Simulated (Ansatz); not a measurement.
Geometry optimisation, DFT PBE, scalar-relativistic, plane waves, PAW (Ansatz).

The input (input.yaml):

```yaml
crystal:
  lattice:
    - [6.32, 0.0, 0.0]
    - [0.0, 6.32, 0.0]
    - [0.0, 0.0, 6.32]
  atoms:
    - { symbol: Ti, position: [0.25, 0.25, 0.25] }
    - { symbol: W, position: [0.5, 0.0, 0.0] }
    - { symbol: W, position: [0.0, 0.5, 0.0] }
    - { symbol: W, position: [0.0, 0.0, 0.5] }
    - { symbol: W, position: [0.5, 0.5, 0.0] }
    - { symbol: W, position: [0.5, 0.0, 0.5] }
    - { symbol: W, position: [0.75, 0.25, 0.25] }
    - { symbol: W, position: [0.0, 0.5, 0.5] }
    - { symbol: W, position: [0.25, 0.75, 0.25] }
    - { symbol: W, position: [0.25, 0.25, 0.75] }
    - { symbol: W, position: [0.5, 0.5, 0.5] }
    - { symbol: W, position: [0.75, 0.75, 0.25] }
    - { symbol: W, position: [0.75, 0.25, 0.75] }
    - { symbol: W, position: [0.25, 0.75, 0.75] }
    - { symbol: W, position: [0.75, 0.75, 0.75] }
basis:
  ecutwfc: 420.0
kpoints:
  mp_grid: { grid: [3, 3, 3] }
hamiltonian:
  xc: pbe
  pseudopotentials: { kind: paw, azcp: { folder: soft_1 } }
scf:
  occupations: { method: gaussian, width: 0.1 }
  lower_state_search: "off"
relax:
  f_tol: 0.03
  max_steps: 60
  adjacent_minimum: "off"
```

Run as:

```bash
$ ansatz run input.yaml --threads 4 --pin off --max-ram 10240MiB --backend cpu --events-out ev --progress --plain --runs-dir out
```

Q: Where does it end, and by what steps?

A: It converged. Limits of this set-up: coarse k mesh, a small cell, in which the defect meets its images, a typed lattice constant that wasn't relaxed here. After 4 steps the energy has fallen by 0.138 eV; Ti1 moved furthest, 0.08 Å.

```tsv
step	energy less start (eV)	largest force component (eV/Å)	accepted
0	0.0000	0.506	yes
1	1.1760	1.525	no
2	-0.1328	0.092	yes
3	-0.1347	0.079	yes
4	-0.1380	0.013	yes
```

```xyz
15
Lattice="6.3200 0.0000 0.0000 0.0000 6.3200 0.0000 0.0000 0.0000 6.3200" Properties=species:S:1:pos:R:3
Ti 1.532 1.532 1.532
W 3.184 -0.012 -0.012
W -0.012 3.184 -0.012
W -0.012 -0.012 3.184
W 3.155 3.155 0.005
W 3.155 0.005 3.155
W 4.748 1.576 1.576
W 0.005 3.155 3.155
W 1.576 4.748 1.576
W 1.576 1.576 4.748
W 3.171 3.171 3.171
W 4.773 4.773 1.552
W 4.773 1.552 4.773
W 1.552 4.773 4.773
W 4.744 4.744 4.744
```

Whether the end is a true minimum wasn't checked by a vibrational analysis.

The run took 22 s on 4 threads of Arm Neoverse V1 (shared host), peak memory 0.9 GiB.
